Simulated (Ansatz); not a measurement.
# LuHfO: the cost of one run

Method: DFT PBE, scalar-relativistic, plane waves, PAW, in Ansatz 0.2.0.

2 further runs of the same task are left out: 1 that didn't finish, 1 set aside as unsound or not needed.

## Step 1: The system as given

Symmetry: P-6m2, No. 187, hexagonal system. Conventional cell: a = 4.062 Å, b = 4.062 Å, c = 4.478 Å, α = 90.00°, β = 90.00°, γ = 120.00°. Lu (site symmetry -6m2) has 3 Hf at 2.35 Å and 6 O at 3.24 Å in its first shell of neighbours. Hf (site symmetry -6m2) has 3 Lu at 2.35 Å and 6 O at 3.24 Å in its first shell of neighbours. Around O (site symmetry -6m2) lie 6 Hf at 3.24 Å and 6 Lu at 3.24 Å.

As a file:

```xyz
3
Lattice="4.0622 0.0000 0.0000 -2.0311 3.5180 0.0000 0.0000 0.0000 4.4782" Properties=species:S:1:pos:R:3 pbc="T T T"
Lu    0.0000    0.0000    2.2391
Hf    0.0000    2.3453    2.2391
O     2.0311    1.1727    0.0000
```

A structure generator made this guess: species swapped into a database cell of BaAlSn (P-6m2, No. 187), with O on the Ba sites, Lu on the Al sites and Hf on the Sn sites. Its size is a rough estimate.

## Step 2: Probe: one point on a coarse mesh

Contents of input.yaml:

```yaml
crystal:
  lattice:
    - [4.06218322, 0.0, 0.0]
    - [-2.03109161, 3.51795386, 0.0]
    - [0.0, 0.0, 4.47816627]
  atoms:
    - { symbol: Lu, position: [0.0, 0.0, 0.5] }
    - { symbol: Hf, position: [0.33333333, 0.66666667, 0.5] }
    - { symbol: O, position: [0.66666667, 0.33333333, 0.0] }
basis:
  ecutwfc: 420
kpoints:
  mp_grid: { grid: [6, 6, 4] }
hamiltonian:
  xc: pbe
scf:
  occupations: { method: gaussian, width: 0.1 }
  lower_state_search: "off"
output:
  forces: true
  stress: true
  eigenvalues: true
```

Started as:

```sh
> ansatz run input.yaml --threads 1 --pin off --max-ram 2560MiB --backend cpu --events-out ev --progress --plain --runs-dir out
```

**Question.** How long does this run take on 1 thread of Intel Xeon at 2.70GHz, shared host, and how much memory does it need?

About 6.5 s, with a peak of 0.37 GiB.
